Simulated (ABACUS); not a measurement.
# MoSe (P3m1) in ABACUS: reference runs, part 2 of 2

ABACUS 3.10.1. Earlier steps stand in the parts before.

**3. Single point, PBE (atoms moved at random, drawn with an rms of 0.05 Å)**

INPUT

```
INPUT_PARAMETERS
suffix              MoSe
calculation         scf
basis_type          pw
pseudo_dir          ./
symmetry            1
dft_functional      pbe
ecutwfc             87
pseudo_rcut         7
nspin               1
nbands              19
ks_solver           dav
smearing_method     fd
smearing_sigma      0.00367493
scf_thr             1e-08
scf_nmax            100
mixing_type         broyden
mixing_beta         0.7
cal_force           1
cal_stress          1
kpar                4
```

STRU

```
ATOMIC_SPECIES
Mo 95.9500 Mo.upf
Se 78.9710 Se.upf

LATTICE_CONSTANT
1.8897261246

LATTICE_VECTORS
3.4706685900 0.0000000000 0.0000000000
-1.7353343000 3.0056871700 0.0000000000
0.0000000000 0.0000000000 4.3727953400

ATOMIC_POSITIONS
Direct

Mo
0.0
1
0.6638880000 0.3374930000 0.0198780000 1 1 1

Se
0.0
1
0.3549630000 0.6864620000 0.1184120000 1 1 1
```

KPT

```
K_POINTS
0
Gamma
9 9 6 0 0 0
```

Potentials or basis: PseudoDojo NC SR 0.4.1 PBE standard, plane waves.

Command:

```console
$ OMP_NUM_THREADS=1 mpirun -np 4 abacus > log
```

running log:

```text
ABACUS v3.10.1

               Atomic-orbital Based Ab-initio Computation at UStc

 ------------------------------------------------------------------------------------

 READING GENERAL INFORMATION
                           global_out_dir = OUT.MoSe/
                           global_in_card = INPUT
                               pseudo_dir = ./
                              orbital_dir =
                                    DSIZE = 4
                                    GSIZE = 1

 READING UNITCELL INFORMATION
                                    ntype = 2
                  lattice constant (Bohr) = 1.88973
              lattice constant (Angstrom) = 1

 READING ATOM TYPE 1
                               atom label = Mo
                      L=0, number of zeta = 1
                      L=1, number of zeta = 1
                      L=2, number of zeta = 1
             number of atom for this type = 1

 READING ATOM TYPE 2
                               atom label = Se
                      L=0, number of zeta = 1
                      L=1, number of zeta = 1
                      L=2, number of zeta = 1
             number of atom for this type = 1

                        TOTAL ATOM NUMBER = 2
DIRECT COORDINATES
    atom                   x                   y                   z     mag                  vx                  vy                  vz
taud_Mo1            0.6638880000        0.3374930000        0.0198780000  0.0000        0.0000000000        0.0000000000        0.0000000000
taud_Se1            0.3549630000        0.6864620000        0.1184120000  0.0000        0.0000000000        0.0000000000        0.0000000000

                          Volume (Bohr^3) = 307.831
                             Volume (A^3) = 45.6158

 Lattice vectors: (Cartesian coordinate: in unit of a_0)
             +3.47067                  +0                  +0
             -1.73533            +3.00569                  +0
                   +0                  +0             +4.3728
 Reciprocal vectors: (Cartesian coordinate: in unit of 2 pi/a_0)
            +0.288129           +0.166351                  -0
                   -0           +0.332703                  -0
                   +0                  -0           +0.228687
 The esolver type has been set to : ksdft_pw

                PAO radial cut off (Bohr) = 7

 Read in pseudopotential file is Mo.upf
                     pseudopotential type = NC
          exchange-correlation functional = PBE
                 nonlocal core correction = 1
                        valence electrons = 14
                                     lmax = 2
                           number of zeta = 4
                     number of projectors = 6
                           L of projector = 0
[... 5 lines left out ...]
                PAO radial cut off (Bohr) = 7

 Read in pseudopotential file is Se.upf
                     pseudopotential type = NC
          exchange-correlation functional = PBE
                 nonlocal core correction = 1
                        valence electrons = 16
                                     lmax = 2
                           number of zeta = 3
                     number of projectors = 6
                           L of projector = 0
                           L of projector = 0
                           L of projector = 1
                           L of projector = 1
                           L of projector = 2
                           L of projector = 2
     initial pseudo atomic orbital number = 19

 SETUP THE ELECTRONS NUMBER
            electron number of element Mo = 14
      total electron number of element Mo = 14
            electron number of element Se = 16
      total electron number of element Se = 16
            AUTOSET number of electrons:  = 30
                           occupied bands = 15
                                   NBANDS = 19
                                   NLOCAL = 18

%%%%%%%%%%%%%%%%%%%%%%%%%%%%%%%%%%%%%%%%%%%%%%%%%%%%%%%%%%%%%%%%%%%%%%%%%%%%%%%%%%%%%%%%%%%%%%%%%%%%%%%%%%
 Warning: the number of valence electrons in pseudopotential > 6 for Mo: [Kr] 4d5 5s1
[... 116 lines left out ...]

           k-point number in this process = 61
       minimum distributed K point number = 61
[... stars of the k points ...]

[... K-POINTS CARTESIAN COORDINATES: 61 rows ...]

[... K-POINTS DIRECT COORDINATES: 61 rows ...]

 SETUP PLANE WAVES FOR WAVE FUNCTIONS
     energy cutoff for wavefunc (unit:Ry) = 87
              fft grid for wave functions = [ 40, 40, 50 ]
                    number of plane waves = 5511
                         number of sticks = 313

 PARALLEL PW FOR WAVE FUNCTIONS
     PROC   COLUMNS(POT)             PW
        1            313           5511
 --------------- sum -------------------
        1            313           5511

 SETUP NONLOCAL PSEUDOPOTENTIALS IN PLANE WAVE BASIS
 Mo non-local projectors:
 projector 1 L=0
 projector 2 L=0
 projector 3 L=1
 projector 4 L=1
 projector 5 L=2
 projector 6 L=2
 Se non-local projectors:
 projector 1 L=0
 projector 2 L=0
 projector 3 L=1
 projector 4 L=1
 projector 5 L=2
 projector 6 L=2
      TOTAL NUMBER OF NONLOCAL PROJECTORS = 36

 Init Non-Local PseudoPotential table :
 Init Non-Local-Pseudopotential done.

                                     npwx = 4237

 Make real space PAO into reciprocal space.
       max mesh points in Pseudopotential = 701
     dq(describe PAO in reciprocal space) = 0.01
                                    max q = 1124

 number of pseudo atomic orbitals for Mo is 4
WARNING: norm of atomic wavefunction # 3 of atomic type Mo is 0.999021, renormalized
WARNING: norm of atomic wavefunction # 4 of atomic type Mo is 0.988409, renormalized

 number of pseudo atomic orbitals for Se is 3
WARNING: norm of atomic wavefunction # 2 of atomic type Se is 0.999994, renormalized
WARNING: norm of atomic wavefunction # 3 of atomic type Se is 0.99943, renormalized

 -------------------------------------------
 SELF-CONSISTENT
 -------------------------------------------
                                 init_chg = atomic

 PW ALGORITHM --------------- ION=   1  ELEC=   1--------------------------------
 Notice: Threshold on eigenvalues was too large.
 hsover_error=0.3 > DRHO=0.110526
 Origin diag ethr = 0.01
 New diag ethr = 0.000368421

 Density error is 0.107769360965
                          Error Threshold = 0.000368421199511
----------------------------------------------------------
     Energy           Rydberg                 eV
----------------------------------------------------------
 E_KohnSham     -382.5246989816      -5204.5155318841
 E_Harris       -379.4669431704      -5162.9126297603
 E_Fermi        0.8330882672         11.3347473715
----------------------------------------------------------
[... 75 lines left out ...]
 Density error is 3.13539336603e-09
                          Error Threshold = 7.74625774467e-11
----------------------------------------------------------
     Energy           Rydberg                 eV
----------------------------------------------------------
 E_KohnSham     -382.5513916179      -5204.8787038328
 E_KS(sigma->0) -382.5503550184      -5204.8646001727
 E_Harris       -382.5512290137      -5204.8764914896
 E_band         -39.3997161115       -536.0606386986
 E_one_elec     -257.9346523278      -3509.3809833072
 E_Hartree      137.4031612220       1869.4659158320
 E_xc           -69.6991126722       -948.3050778854
 E_Ewald        -192.3187146409      -2616.6303511519
 E_entropy(-TS) -0.0020731991        -0.0282073203
 E_descf        0.0000000000         0.0000000000
 E_exx          0.0000000000         0.0000000000
 E_Fermi        0.8431933321         11.4722338328
----------------------------------------------------------

 charge density convergence is achieved
 final etot is -5204.8787038 eV
 EFERMI = 11.472233833 eV

 STATE ENERGY(eV) AND OCCUPATIONS    NSPIN == 1
 1/61 kpoint (Cartesian) = 0.0000 0.0000 0.0000 (4213 pws)
       1       -48.6921     0.00411523
       2       -37.6373     0.00411523
       3       -37.6195     0.00411523
       4       -37.4867     0.00411523
       5       -37.4809     0.00411523
       6       -37.4666     0.00411523
[... 104 lines left out ...]
       6       -37.4668     0.00823045
[... 11 lines left out ...]
      18        17.9358    5.93891e-59
      19        18.8149    1.37476e-66

[... levels at 55 further k points ...]

------------------------------------------------------------------------------------------
 TOTAL-FORCE (eV/Angstrom)
------------------------------------------------------------------------------------------
                       Mo1         2.2802671984         2.1688980985        -6.8734240345
                       Se1        -2.2802671984        -2.1688980985         6.8734240345
------------------------------------------------------------------------------------------

----------------------------------------------------------------
 TOTAL-STRESS (KBAR)
----------------------------------------------------------------
       895.1900225721      -141.4920679637       -34.3465326843
      -141.4920679637      1135.4242936234       -32.5007534826
       -34.3465326843       -32.5007534826        36.8915500412
----------------------------------------------------------------
 TOTAL-PRESSURE: 689.168622 KBAR

 --------------------------------------------
 !FINAL_ETOT_IS -5204.8787038328264316 eV
 --------------------------------------------
```

Run time: 70 s. Hardware: 4 MPI ranks of Intel Xeon Platinum 8488C (Sapphire Rapids), shared host; peak memory 0.72 GiB.

Results:

* Free energy: -5204.8787 eV
* Pressure: 68.9 GPa
* Largest force: 7.560 eV/Å
* Band gap on the k mesh: none (metal or under the smearing width)

Forces in eV/Å, atoms in the order of the input:
```
Mo   2.280  2.169 -6.873
Se  -2.280 -2.169  6.873
```

Stress tensor (GPa, compression positive):
```
 89.52 -14.15  -3.43
-14.15 113.54  -3.25
 -3.43  -3.25   3.69
```

Caveat: the cell as given lies far from equilibrium.
